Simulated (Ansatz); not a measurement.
# CH4Cl2SSn: basis-set convergence

One table from this session's results is given with a row withheld; the runs are named, their logs left out.

Computed with Ansatz 0.2.0, Gaussian basis. Level: one geometry, several basis sets.

Levels to be run: PBE0-D4/def2-SVP; ωB97M-V/def2-SVP; PBE0-D4/def2-QZVPP; ωB97M-V/def2-QZVPP; the functionals' def2-TZVPP values are taken from earlier runs.

### Structure used throughout

All runs share one geometry, relaxed beforehand with PBE0-D4 in a triple-zeta def2 set. Sn takes the def2 core potential; no spin-orbit term is included.

SMILES `C[S][SnH]([Cl])[Cl]`, 9 atoms, charge 0, spin multiplicity 1.

Atoms are counted from 1 here; the program's logs count them from 0.

Bond lengths: C1–S2 1.819 Å, C1–H6 1.089 Å, C1–H7 1.090 Å, C1–H8 1.089 Å, S2–Sn3 2.361 Å, Sn3–Cl4 2.322 Å, Sn3–Cl5 2.322 Å, Sn3–H9 1.695 Å. Angles: S2–C1–H6 111.1°, S2–C1–H7 105.8°, S2–C1–H8 111.1°, H6–C1–H7 109.2°, H6–C1–H8 110.5°, H7–C1–H8 109.2°, C1–S2–Sn3 98.9°, S2–Sn3–Cl4 108.6°, S2–Sn3–Cl5 108.6°, S2–Sn3–H9 115.4°, Cl4–Sn3–Cl5 103.8°, Cl4–Sn3–H9 109.9°, Cl5–Sn3–H9 109.9°.

Set-up of the first run:

Contents of in.yaml:

```yaml
crystal:
  periodic: [false, false, false]
  atoms:
    - {symbol: C, position_ang: [0.913347, -1.112771, -0.769320]}
    - {symbol: S, position_ang: [0.812149, -0.810680, 1.021538]}
    - {symbol: Sn, position_ang: [-0.747323, 0.962085, 1.005700]}
    - {symbol: Cl, position_ang: [-2.667236, 0.251040, -0.090211]}
    - {symbol: Cl, position_ang: [0.070939, 2.655432, -0.356556]}
    - {symbol: H, position_ang: [1.285437, -0.234005, -1.294015]}
    - {symbol: H, position_ang: [1.623702, -1.929981, -0.892108]}
    - {symbol: H, position_ang: [-0.052780, -1.415750, -1.170300]}
    - {symbol: H, position_ang: [-1.149834, 1.588430, 2.528173]}
basis:
  gaussian: {orbitals: def2-SVP}
hamiltonian: {xc: pbe0, dispersion: d4}
output: {orbitals: {seedname: orbitals}}
```

Among the steps run: PBE0-D4 in def2-SVP; ωB97M-V in def2-SVP; PBE0-D4 in def2-QZVPP; ωB97M-V in def2-QZVPP.

One of the session's tables, all rows but one given; the rest of the session is left out.

It belongs to the step «Functionals by basis». 

```
functional       basis  HOMO (eV)  LUMO (eV)
   PBE0-D4    def2-SVP      -7.43      -1.63
   PBE0-D4  def2-TZVPP          ?          ?
   PBE0-D4  def2-QZVPP      -7.55      -1.87
   ωB97M-V    def2-SVP      -9.58       0.48
   ωB97M-V  def2-TZVPP      -9.71       0.16
   ωB97M-V  def2-QZVPP      -9.74       0.03
```

Q: Estimate the row for PBE0-D4, def2-TZVPP from the others.

The run gave: HOMO (eV): -7.52; LUMO (eV): -1.81. In the column «HOMO (eV)» it lies between PBE0-D4, def2-QZVPP (-7.55) and PBE0-D4, def2-SVP (-7.43).
